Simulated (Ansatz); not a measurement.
# Ti4Be3Al6Ni3: the cost of one run

Method: DFT PBE, scalar-relativistic, plane waves, PAW, in Ansatz 0.2.0.

1 further run of the same task is left out (for a known fault of the program).

## Step 1: Starting point

The cell holds 16 atoms (Al6Be3Ni3Ti4): a = 5.967 Å, b = 6.321 Å, c = 6.092 Å, α = 91.58°, β = 88.30°, γ = 91.60°.

6 Al, 4 Ti, 3 Be, 3 Ni were thrown into a skewed cell at random, at 1.00 times a reference volume of the solid, and pushed apart as soft spheres.

Structure file:

```cif
data_structure
_symmetry_space_group_name_H-M 'P 1'
_symmetry_Int_Tables_number 1
_cell_length_a 5.9673
_cell_length_b 6.3213
_cell_length_c 6.0915
_cell_angle_alpha 91.584
_cell_angle_beta 88.303
_cell_angle_gamma 91.600
_cell_volume 229.50
loop_
_atom_site_label
_atom_site_type_symbol
_atom_site_fract_x
_atom_site_fract_y
_atom_site_fract_z
_atom_site_occupancy
Al1 Al 0.22105 0.94338 0.50541 1
Al2 Al 0.00260 0.23163 0.65287 1
Al3 Al 0.09955 0.86975 0.87399 1
Al4 Al 0.99262 0.63046 0.57818 1
Al5 Al 0.12605 0.49597 0.91249 1
Al6 Al 0.67006 0.17808 0.88255 1
Ti1 Ti 0.68708 0.94216 0.48285 1
Ti2 Ti 0.00580 0.17464 0.19602 1
Ti3 Ti 0.56612 0.59275 0.77706 1
Ti4 Ti 0.70993 0.53762 0.22970 1
Be1 Be 0.32639 0.14874 0.77666 1
Be2 Be 0.38805 0.31967 0.05868 1
Be3 Be 0.76273 0.88070 0.01905 1
Ni1 Ni 0.41391 0.96297 0.11073 1
Ni2 Ni 0.36319 0.31462 0.46434 1
Ni3 Ni 0.25196 0.63178 0.26418 1
```

## Step 2: Dynamics at 2100 K

The cutoff is lowered while the worst contacts of the packing are taken out. One k point, a Fermi-Dirac width of 0.181 eV and a fixed cell.

File input.yaml:

```yaml
crystal:
  lattice:
    - [5.966007, -0.085105, 0.088686]
    - [-0.085105, 6.320146, -0.085157]
    - [0.088686, -0.085157, 6.090267]
  atoms:
    - { symbol: Al, position: [0.2210526579, 0.9433770651, 0.5054076331] }
    - { symbol: Al, position: [0.0026008775, 0.231630331, 0.6528667835] }
    - { symbol: Al, position: [0.0995505847, 0.8697526252, 0.8739855835] }
    - { symbol: Al, position: [0.9926191456, 0.6304585753, 0.5781776568] }
    - { symbol: Al, position: [0.1260456565, 0.4959722981, 0.9124873083] }
    - { symbol: Al, position: [0.6700589926, 0.1780766336, 0.8825518879] }
    - { symbol: Ti, position: [0.6870751474, 0.942160554, 0.4828468012] }
    - { symbol: Ti, position: [0.0058030579, 0.1746352243, 0.1960227417] }
    - { symbol: Ti, position: [0.5661245473, 0.5927477028, 0.7770566182] }
    - { symbol: Ti, position: [0.7099254799, 0.53762085, 0.2296975315] }
    - { symbol: Be, position: [0.3263920708, 0.1487447247, 0.776655654] }
    - { symbol: Be, position: [0.3880460966, 0.319674023, 0.058675227] }
    - { symbol: Be, position: [0.7627325059, 0.8806977275, 0.0190528255] }
    - { symbol: Ni, position: [0.4139051656, 0.9629721781, 0.1107297263] }
    - { symbol: Ni, position: [0.3631863354, 0.3146202226, 0.4643440185] }
    - { symbol: Ni, position: [0.2519562759, 0.6317758079, 0.2641792066] }
  symmetry: { detect: false }
basis:
  ecutwfc: 320
  xc_grid: 1
kpoints:
  mp_grid: { grid: [1, 1, 1], shift: [0.25, 0.25, 0.25] }
hamiltonian:
  xc: pbe
scf:
  occupations: { method: fermi_dirac, width: 0.181 }
  lower_state_search: "off"
  convergence: { dr2_threshold: 1.0e-05 }
output:
  forces: true
  stress: true
md:
  timestep: 1.5
  n_steps: 24
  ensemble: nvt_langevin
  friction: 0.03
  temperature: 2100.0
  initial_velocities: maxwell_boltzmann
  seed: 31922
```

Run with:

```console
$ ansatz run input.yaml --threads 2 --pin off --max-ram 5120MiB --backend cpu --events-out ev --progress --plain --runs-dir out
```

**Question.** How long does this run take on 2 threads of Arm Neoverse N1, shared host, and how much memory does it need?

About 37 s, with a peak of 0.38 GiB.
